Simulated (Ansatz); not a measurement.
**S8: up Jacob's ladder to CCSD(T)**

One table from this session's results is given with a row withheld; the runs are named, their logs left out.

The runs use Ansatz 0.2.0, Gaussian basis; functionals in def2-TZVPP, the program's frozen cores in correlated methods.

The runs, in order: LDA (SPW92), PBE-D4, revPBE-D4, BLYP-D4, r2SCAN-D4, B97M-V, PBE0-D4, B3LYP-D4, r2SCANh-D4, r2SCAN0-D4, HSE06-D4, BHLYP-D4, CAM-B3LYP-D4, LC-ωPBE, ωB97X-V, ωB97M-V, B2PLYP, PBE-QIDH; CCSD(T)/def2-SVP; CCSD(T)/def2-TZVPP; MP2/def2-QZVPP; extrapolation to the limit; RPA on PBE.

### Structure used throughout

An earlier PBE0-D4 in a triple-zeta def2 set relaxation fixed the geometry.

8 atoms, charge 0, spin multiplicity 1.

Atoms are counted from 1 here; the program's logs count them from 0.

Bond lengths: S1–S2 2.044 Å, S1–S8 2.044 Å, S2–S3 2.044 Å, S3–S4 2.044 Å, S4–S5 2.044 Å, S5–S6 2.044 Å, S6–S7 2.044 Å, S7–S8 2.044 Å. Angles: S2–S1–S8 108.1°, S1–S2–S3 108.1°, S2–S3–S4 108.1°, S3–S4–S5 108.1°, S4–S5–S6 108.1°, S5–S6–S7 108.1°, S6–S7–S8 108.1°, S1–S8–S7 108.1°.

The first run:

File in.yaml:

```yaml
crystal:
  periodic: [false, false, false]
  atoms:
    - {symbol: S, position_ang: [-0.217055, -1.458035, 1.882968]}
    - {symbol: S, position_ang: [1.269436, -1.946067, 0.567551]}
    - {symbol: S, position_ang: [2.369061, -0.263104, 0.197963]}
    - {symbol: S, position_ang: [1.723831, 0.543377, -1.565956]}
    - {symbol: S, position_ang: [0.426138, 2.062229, -1.133220]}
    - {symbol: S, position_ang: [-1.478259, 1.342601, -1.316404]}
    - {symbol: S, position_ang: [-2.160264, 0.866470, 0.550760]}
    - {symbol: S, position_ang: [-1.932867, -1.147459, 0.816338]}
basis:
  gaussian: {orbitals: def2-TZVPP}
hamiltonian: {xc: lda}
output: {orbitals: {seedname: orbitals}}
```

On the command line:

```console
> ansatz run in.yaml --threads 2 --pin off --events-out ev --progress --plain --max-ram 32768MiB --backend cuda --devices 0, --max-vram 18GiB
```

Among the steps run: LDA; PBE-D4 (GGA); revPBE-D4 (GGA); BLYP-D4 (GGA); r2SCAN-D4 (meta-GGA); B97M-V (meta-GGA); B3LYP-D4 (hybrid); r2SCANh-D4 (hybrid); r2SCAN0-D4 (hybrid); HSE06-D4 (hybrid); BHLYP-D4 (hybrid); CAM-B3LYP-D4 (range-separated); LC-ωPBE (range-separated); ωB97X-V (range-separated); ωB97M-V (range-separated); B2PLYP (double hybrid); PBE-QIDH (double hybrid).

One of the session's tables, all rows but one given; the rest of the session is left out.

It belongs to the step «Frontier levels by functional». 

```
  functional  HOMO (eV)  LUMO (eV)  gap (eV)
 LDA (SPW92)      -6.62      -3.13      3.50
      PBE-D4      -6.46      -2.89      3.57
   revPBE-D4      -6.40      -2.80      3.60
     BLYP-D4      -6.24      -2.70      3.54
   r2SCAN-D4          ?          ?         ?
      B97M-V      -6.80      -2.66      4.14
     PBE0-D4      -7.60      -2.04      5.55
    B3LYP-D4      -7.33      -2.20      5.13
  r2SCANh-D4      -7.14      -2.48      4.66
  r2SCAN0-D4      -7.76      -2.00      5.76
    HSE06-D4      -7.21      -2.41      4.79
    BHLYP-D4      -8.57      -0.98      7.60
CAM-B3LYP-D4      -8.79      -0.91      7.88
     LC-ωPBE     -10.13       0.17     10.30
     ωB97X-V      -9.79       0.10      9.88
     ωB97M-V      -9.57       0.02      9.59
```

Q: Estimate the row for r2SCAN-D4 from the others.

Worked estimate for «HOMO (eV)». Against the share of exact exchange, r2SCANh-D4 (0.1, -7.14), r2SCAN0-D4 (0.25, -7.76) give a slope of -4.13 per unit share; at 0 the line stands at -6.73.

The run gave: HOMO (eV): -6.73; LUMO (eV): -2.80; gap (eV): 3.93. In «HOMO (eV)» the line misses by 0.00.
